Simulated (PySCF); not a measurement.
# BeB+: from the state search to spectroscopic constants

One table from this session's results is given with a row withheld; the runs are named, their logs left out.

The runs use PySCF 2.14.0; Be pcseg-1, B pcseg-1, no relativity.

Set-up of the first run:

The job is set up so:

```
atoms                         : Be, B
charge                        : 1
basis                         : Be pcseg-1, B pcseg-1
Hamiltonian                   : no relativity
basis functions               : 23
electrons treated             : 8
masses in u                   : 9.0122, 11.0093
levels                        : PBE0, PBE, r²SCAN, PW91, BP86, M06-2X, LC-ωPBE, HF, MP2, SCS-MP2, CCSD, CCSD(T)
grid                          : 80 radial by 434 angular points
occupations                   : held fixed by the projection of orbital angular momentum
dissociation limit            : Be + B+, each in its ground configuration
starting distance in angstrom : 1.875
values of 2S to try           : 0, 2
```

Launch:

```
> OMP_NUM_THREADS=1 python dia.py task.json out
```

Steps of the session up to this table: The job; PBE0 along the bond; Higher solutions at PBE0; PBE (GGA); r²SCAN; PW91 (GGA); BP86 (GGA); M06-2X; LC-ωPBE (range-separated hybrid); RHF; Correlated methods on the Hartree–Fock reference.

One of the session's tables, all rows but one given; the rest of the session is left out.

It belongs to the step «Constants by level of theory». 

```
      level  Re (Å)  ωe (cm⁻¹)  De (eV)
        RHF   2.260        402     1.15
    RHF-MP2   2.211        458     1.43
RHF-SCS-MP2       ?          ?        ?
   RHF-CCSD   2.207        456     1.18
RHF-CCSD(T)   2.195        463     1.26
        PBE   2.197        477     2.34
       PW91   2.193        479     2.36
       BP86   2.202        470     2.27
     r²SCAN   2.200        479     2.23
       PBE0   2.193        483     2.09
     M06-2X   2.204        442     1.81
    LC-ωPBE   2.173        509     1.81
```

Estimate the missing values for RHF-SCS-MP2.

The run gave: Re (Å): 2.223; ωe (cm⁻¹): 445; De (eV): 1.37. In the column «Re (Å)» it lies between RHF-MP2 (2.211) and RHF (2.260).

De is counted to Be + B+ in their ground configurations.
